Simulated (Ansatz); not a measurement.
# Si3GeC4: the cost of one run

Program: Ansatz 0.2.0. Level of theory: DFT PBE, scalar-relativistic, plane waves, PAW. These are calculated values, not measurements.

## 1. The structure to begin with

The structure is cubic, space group P-43m (No. 215). The conventional cell has a = 4.435 Å, b = 4.435 Å, c = 4.435 Å, α = 90.00°, β = 90.00°, γ = 90.00°. Si (site symmetry -42m) has 4 C at 1.90 Å as nearest neighbours. Ge (site symmetry -43m) is surrounded by 4 C at 1.98 Å. C (site symmetry 3m) is surrounded by 3 Si at 1.90 Å and 1 Ge at 1.98 Å.

As a file:

```xyz
8
Lattice="4.4354 0.0000 0.0000 0.0000 4.4354 0.0000 0.0000 0.0000 4.4354" Properties=species:S:1:pos:R:3 pbc="T T T"
Si    0.0000    2.2177    0.0000
Si    0.0000    0.0000    2.2177
Si    2.2177    0.0000    0.0000
Ge    2.2177    2.2177    2.2177
C     1.0771    3.3583    3.3583
C     1.0771    1.0771    1.0771
C     3.3583    3.3583    1.0771
C     3.3583    1.0771    3.3583
```

It is the end of an earlier relaxation with the same method, from a generated guess; it is a trial structure. At a tolerance of 0.02 Å it has space group P-43m (No. 215); it has 10.91 Å³/atom, an uncorrected energy of -0.04 eV/atom over the elements.

## 2. Bands, states and charges

Input file input.yaml:

```yaml
crystal:
  lattice:
    - [4.4353776563, 0.0, 0.0]
    - [0.0, 4.4353776563, 0.0]
    - [0.0, 0.0, 4.4353776563]
  atoms:
    - { symbol: Si, position: [0.0, 0.5, 0.0] }
    - { symbol: Si, position: [0.0, 0.0, 0.5] }
    - { symbol: Si, position: [0.5, 0.0, 0.0] }
    - { symbol: Ge, position: [0.5, 0.5, 0.5] }
    - { symbol: C, position: [0.242848373, 0.757151627, 0.757151627] }
    - { symbol: C, position: [0.242848373, 0.242848373, 0.242848373] }
    - { symbol: C, position: [0.757151627, 0.757151627, 0.242848373] }
    - { symbol: C, position: [0.757151627, 0.242848373, 0.757151627] }
basis:
  ecutwfc: 420
kpoints:
  mp_grid: { grid: [6, 6, 6] }
  band_path:
    path:
      - [[0.0, 0.0, 0.0], [0.0, 0.5, 0.0], [0.5, 0.5, 0.0], [0.0, 0.0, 0.0], [0.5, 0.5, 0.5], [0.0, 0.5, 0.0]]
      - [[0.5, 0.5, 0.5], [0.5, 0.5, 0.0]]
    npoints: 14
hamiltonian:
  xc: pbe
scf:
  occupations: { method: gaussian, width: 0.02 }
  n_extra_bands: 20
output:
  forces: true
  stress: true
  eigenvalues: true
  populations: true
  dos: { projected: true, de: 0.02, nscf_kmesh: { grid: [9, 9, 9] } }
  bader: true
```

Started as:

```console
ansatz run input.yaml --threads 1 --pin off --max-ram 2560MiB --backend cpu --events-out ev --progress --plain --runs-dir out
```

**Question.** How long does this run take on 1 thread of Arm Neoverse V1, shared host, and how much memory does it need?

About 2.1 min, with a peak of 0.42 GiB.
